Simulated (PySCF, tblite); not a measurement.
# C5H5ClF2: dynamics, then NMR shifts on frames, part 2 of 2

tblite 0.8.0 and PySCF 2.14.0. Atoms count from 0.

**5. Shielding tensors: 625 fs, PBE0/pcSseg-1**

Job settings and geometry (Å):

```
{"job": {"kind": "nmr", "xc": "PBE0", "basis": "pcSseg-1", "pop": false}, "charge": 0, "multiplicity": 1}
C      0.970800    -1.841000     0.851500
C      0.097700    -1.045500     1.152300
C     -0.909700     0.037000     1.277200
C     -1.914300    -0.000500    -0.006900
F     -2.800000     0.905900     0.295700
F     -1.283800     0.616800    -1.104700
C     -2.598300    -1.365600    -0.332200
Cl    -2.416700    -2.461700     0.989300
H      1.612200    -2.693500     0.612900
H     -1.653700    -0.043300     2.150800
H     -0.529000     1.123700     1.323500
H     -1.999800    -1.853500    -1.155900
H     -3.570100    -1.290300    -0.692300
```

With the program's defaults for keys left out, this is: GIAO PBE0/pcSseg-1 NMR shielding, non-relativistic, gas phase.

Output:

```text
coarse grid: 12328 points
cycle   1  E = -852.5126716717  dE =  9.814e-01  |g| = 7.822e-01  |ddm| = 3.323e+00
cycle   2  E = -852.3816655667  dE =  1.310e-01  |g| = 1.204e+00  |ddm| = 1.450e+00
cycle   3  E = -852.6239133124  dE = -2.422e-01  |g| = 1.281e-01  |ddm| = 8.481e-01
cycle   4  E = -852.6258653641  dE = -1.952e-03  |g| = 9.127e-02  |ddm| = 1.705e-01
cycle   5  E = -852.6277357833  dE = -1.870e-03  |g| = 2.573e-02  |ddm| = 6.916e-02
cycle   6  E = -852.6278839044  dE = -1.481e-04  |g| = 5.144e-03  |ddm| = 2.238e-02
cycle   7  E = -852.6278886025  dE = -4.698e-06  |g| = 1.643e-03  |ddm| = 4.483e-03
final grid: 117856 points
cycle   8  E = -852.6895161654  dE = -3.806e-05  |g| = 7.407e-03  |ddm| = 3.287e-02
cycle   9  E = -852.6895067571  dE =  9.408e-06  |g| = 1.053e-02  |ddm| = 1.310e-02
cycle  10  E = -852.6895261808  dE = -1.942e-05  |g| = 1.480e-03  |ddm| = 7.461e-03
cycle  11  E = -852.6895264888  dE = -3.079e-07  |g| = 7.740e-04  |ddm| = 1.494e-03
cycle  12  E = -852.6895266330  dE = -1.442e-07  |g| = 1.584e-04  |ddm| = 5.890e-04
cycle  13  E = -852.6895266383  dE = -5.370e-09  |g| = 3.597e-05  |ddm| = 1.427e-04
cycle  14  E = -852.6895266386  dE = -2.863e-10  |g| = 9.111e-06  |ddm| = 3.606e-05
converged SCF energy = -852.6895266386

GIAO shielding tensors (ppm)
atom      isotropic    diamagn.    paramagn.     s11        s22        s33       span
  0 C       99.194     258.350    -159.156     26.924     30.588    240.069    213.145
  1 C      102.484     265.124    -162.640      0.950     12.753    293.748    292.798
  2 C      135.543     245.773    -110.230    123.800    124.369    158.459     34.659
  3 C       50.511     238.515    -188.003     36.825     52.101     62.608     25.783
  4 F      276.454     470.583    -194.129    217.198    272.177    339.987    122.790
  5 F      250.954     478.214    -227.260    127.661    267.500    357.701    230.040
  6 C      139.876     250.435    -110.559    116.945    138.130    164.554     47.609
  7 Cl     884.126    1144.680    -260.554    749.377    898.669   1004.331    254.954
  8 H       28.320      30.700      -2.380     23.395     23.749     37.816     14.421
  9 H       27.239      25.910       1.328     25.079     26.121     30.517      5.438
 10 H       27.086      27.843      -0.756     23.462     26.054     31.743      8.281
 11 H       26.610      28.189      -1.579     21.505     25.729     32.597     11.092
 12 H       28.984      27.772       1.213     23.570     28.357     35.026     11.457
```

Wall time 20 s (1 thread of Arm Neoverse V2, shared host); peak memory 0.78 GiB.

Key values: δ C3 136.4, C0 87.7, C1 84.4, C2 51.4, H11 5.11, H10 4.63 ppm.

**6. Nuclear shieldings: 800 fs, PBE0/pcSseg-1**

Job settings and geometry (Å):

```
{"job": {"kind": "nmr", "xc": "PBE0", "basis": "pcSseg-1", "pop": false}, "charge": 0, "multiplicity": 1}
C      1.169700    -1.518500     0.511800
C      0.271000    -0.738100     0.662100
C     -0.756500     0.247500     0.788200
C     -2.044700    -0.025000    -0.210900
F     -2.958500     0.763600     0.314700
F     -1.634900     0.565900    -1.342000
C     -2.375400    -1.561000    -0.398300
Cl    -3.220600    -2.082200     1.173400
H      1.998300    -2.187300     0.585500
H     -1.120000     0.218500     1.762700
H     -0.307400     1.210800     0.523600
H     -1.607600    -2.284000    -0.721100
H     -3.282700    -1.390000    -1.008400
```

Method: GIAO PBE0/pcSseg-1 NMR shielding, non-relativistic, gas phase.

Output:

```text
coarse grid: 12328 points
cycle   1  E = -852.5060555852  dE =  1.037e+00  |g| = 7.890e-01  |ddm| = 3.391e+00
cycle   2  E = -852.3820426713  dE =  1.240e-01  |g| = 1.176e+00  |ddm| = 1.436e+00
cycle   3  E = -852.6263184359  dE = -2.443e-01  |g| = 1.015e-01  |ddm| = 8.215e-01
cycle   4  E = -852.6275794072  dE = -1.261e-03  |g| = 7.249e-02  |ddm| = 1.428e-01
cycle   5  E = -852.6287267680  dE = -1.147e-03  |g| = 2.465e-02  |ddm| = 5.924e-02
cycle   6  E = -852.6288686462  dE = -1.419e-04  |g| = 4.377e-03  |ddm| = 2.023e-02
cycle   7  E = -852.6288732041  dE = -4.558e-06  |g| = 1.387e-03  |ddm| = 5.067e-03
final grid: 117856 points
cycle   8  E = -852.6902287631  dE = -4.104e-05  |g| = 7.118e-03  |ddm| = 3.319e-02
cycle   9  E = -852.6902210361  dE =  7.727e-06  |g| = 9.353e-03  |ddm| = 1.312e-02
cycle  10  E = -852.6902397755  dE = -1.874e-05  |g| = 1.436e-03  |ddm| = 7.733e-03
cycle  11  E = -852.6902401106  dE = -3.352e-07  |g| = 5.874e-04  |ddm| = 1.420e-03
cycle  12  E = -852.6902401886  dE = -7.794e-08  |g| = 1.732e-04  |ddm| = 4.704e-04
cycle  13  E = -852.6902401955  dE = -6.963e-09  |g| = 3.645e-05  |ddm| = 1.517e-04
cycle  14  E = -852.6902401958  dE = -2.931e-10  |g| = 8.996e-06  |ddm| = 3.406e-05
converged SCF energy = -852.6902401958

GIAO shielding tensors (ppm)
atom      isotropic    diamagn.    paramagn.     s11        s22        s33       span
  0 C      106.540     258.574    -152.035     32.588     38.107    248.924    216.336
  1 C       99.508     268.428    -168.920     -0.644      4.187    294.980    295.624
  2 C      148.107     246.609     -98.502    125.325    137.945    181.051     55.726
  3 C       59.488     250.807    -191.319     52.137     55.415     70.913     18.776
  4 F      291.422     469.604    -178.182    223.526    301.466    349.273    125.747
  5 F      282.325     476.472    -194.147    222.114    299.070    325.791    103.677
  6 C      130.507     240.633    -110.126     97.789    131.893    161.839     64.049
  7 Cl     818.491    1143.177    -324.686    627.184    724.428   1103.861    476.677
  8 H       29.345      32.635      -3.290     24.085     24.596     39.356     15.271
  9 H       29.738      29.055       0.683     26.657     29.664     32.893      6.236
 10 H       28.500      29.736      -1.236     23.809     28.670     33.021      9.212
 11 H       25.920      25.475       0.445     22.019     24.864     30.875      8.855
 12 H       27.046      23.513       3.533     21.525     26.732     32.882     11.357
```

Run time: 20 s. Hardware: 1 thread of Arm Neoverse V2, shared host; peak memory 0.78 GiB.

In short: δ C3 127.4, C1 87.4, C0 80.4, C6 56.4, H11 5.80, H12 4.67 ppm.

**7. NMR shieldings: 1000 fs, PBE0/pcSseg-1**

Job settings and geometry (Å):

```
{"job": {"kind": "nmr", "xc": "PBE0", "basis": "pcSseg-1", "pop": false}, "charge": 0, "multiplicity": 1}
C      1.339900    -0.779800     0.315300
C      0.202900    -0.468300     0.551600
C     -1.159400    -0.114900     1.083800
C     -2.341800    -0.473300     0.084200
F     -3.331600     0.446600     0.173700
F     -1.898800    -0.459200    -1.174900
C     -3.008900    -1.923600     0.300400
Cl    -3.107700    -2.775600     1.851200
H      2.333500    -0.905700     0.359200
H     -1.300900    -0.584500     2.149000
H     -0.997600     1.050900     1.267600
H     -2.425300    -2.604000    -0.410600
H     -4.030700    -2.023900    -0.154400
```

Level: GIAO PBE0/pcSseg-1 NMR shielding, non-relativistic, gas phase.

Output:

```text
coarse grid: 12328 points
cycle   1  E = -852.5065012556  dE =  8.834e-01  |g| = 7.908e-01  |ddm| = 3.288e+00
cycle   2  E = -852.3628699736  dE =  1.436e-01  |g| = 1.219e+00  |ddm| = 1.441e+00
cycle   3  E = -852.6210766623  dE = -2.582e-01  |g| = 1.475e-01  |ddm| = 8.932e-01
cycle   4  E = -852.6245092869  dE = -3.433e-03  |g| = 9.307e-02  |ddm| = 1.692e-01
cycle   5  E = -852.6265241116  dE = -2.015e-03  |g| = 2.171e-02  |ddm| = 6.550e-02
cycle   6  E = -852.6266304711  dE = -1.064e-04  |g| = 3.606e-03  |ddm| = 1.976e-02
cycle   7  E = -852.6266333239  dE = -2.853e-06  |g| = 1.227e-03  |ddm| = 3.938e-03
final grid: 117856 points
cycle   8  E = -852.6882925939  dE = -3.613e-05  |g| = 6.572e-03  |ddm| = 3.300e-02
cycle   9  E = -852.6882845507  dE =  8.043e-06  |g| = 9.158e-03  |ddm| = 1.276e-02
cycle  10  E = -852.6883013163  dE = -1.677e-05  |g| = 1.360e-03  |ddm| = 7.337e-03
cycle  11  E = -852.6883015863  dE = -2.700e-07  |g| = 7.135e-04  |ddm| = 1.335e-03
cycle  12  E = -852.6883017098  dE = -1.235e-07  |g| = 1.306e-04  |ddm| = 5.219e-04
cycle  13  E = -852.6883017135  dE = -3.728e-09  |g| = 2.731e-05  |ddm| = 1.210e-04
cycle  14  E = -852.6883017137  dE = -1.628e-10  |g| = 8.085e-06  |ddm| = 2.582e-05
converged SCF energy = -852.6883017137

GIAO shielding tensors (ppm)
atom      isotropic    diamagn.    paramagn.     s11        s22        s33       span
  0 C      106.277     258.412    -152.135     26.975     33.397    258.458    231.483
  1 C       98.506     268.870    -170.364     -1.945      3.985    293.479    295.423
  2 C      145.641     247.788    -102.146    122.103    142.966    171.855     49.751
  3 C       58.891     233.471    -174.580     53.118     56.004     67.550     14.433
  4 F      275.936     468.898    -192.963    216.403    281.062    330.342    113.938
  5 F      277.838     476.460    -198.622    186.442    301.967    345.104    158.662
  6 C      126.874     243.420    -116.545     97.857    129.656    153.110     55.253
  7 Cl     863.294    1143.176    -279.882    696.052    818.153   1075.678    379.626
  8 H       31.261      35.449      -4.188     25.308     26.145     42.329     17.021
  9 H       25.970      25.173       0.797     21.945     26.710     29.255      7.311
 10 H       25.886      26.593      -0.707     20.815     26.097     30.746      9.932
 11 H       26.831      26.539       0.292     21.323     27.694     31.476     10.153
 12 H       26.735      23.802       2.933     20.662     27.296     32.246     11.584
```

It took 19 s on 1 thread of Arm Neoverse V2, shared host; peak memory 0.78 GiB.

In short: δ C3 128.0, C1 88.4, C0 80.6, C6 60.1, H10 5.83, H9 5.75 ppm.

**8. Run by run: NMR shifts**

Shifts (ppm) of some atoms, chosen among heavy atoms and hydrogens apart, with basis size and wall time:

```csv
frame,C3,C2,H12,H9,F5,F4,Cl7,functions,time
250 fs,136.1,28.5,6.31,1.78,-78.7,-86.2,104,168,25 s
425 fs,150.2,40.4,4.18,4.56,-65.1,-68.7,118,168,19 s
625 fs,136.4,51.4,2.73,4.48,-80.0,-105.5,66,168,20 s
800 fs,127.4,38.8,4.67,1.98,-111.4,-120.5,131,168,20 s
1000 fs,128.0,41.3,4.98,5.75,-106.9,-105.0,86,168,19 s
```

**9. What came out**

The summary covers parts 1 to 2.

| quantity | value |
| --- | --- |
| thermostat | 600 K |
| mean temperature, second half | 692 K |
| mean potential energy above the minimum | 0.92 eV |
| 13C shifts against TMS (PBE0/pcSseg-1, 250 fs) | 136.1, 98.5, 84.9, 61.2, 28.5 ppm |
| 1H shifts against TMS (PBE0/pcSseg-1, 250 fs) | 6.31, 5.28, 3.21, 1.78, 1.06 ppm |
| 19F shifts against CFCl3 (PBE0/pcSseg-1, 250 fs) | -78.7, -86.2 ppm |
| 35Cl shifts against HCl (PBE0/pcSseg-1, 250 fs) | 104 ppm |
| surface potential, 1st and 99th percentile | -0.90 V and 1.51 V |
| range of the shift of Cl7 | 66 to 131 ppm |

What this shows: In the second half the potential energy averages 0.92 eV above the minimum; equipartition over 33 harmonic modes at 600 K would give 0.85 eV. With 13 atoms the temperature swings widely (448 to 956 K). Shifts at one fixed geometry are not the observed spectrum, which averages over the motion. In the first frame run (250 fs): The largest span, 414 ppm, is at Cl7, where the paramagnetic term is -300 ppm. Across the 5 runs the shift of Cl7 moves most, between 66 (625 fs) and 131 ppm (800 fs).
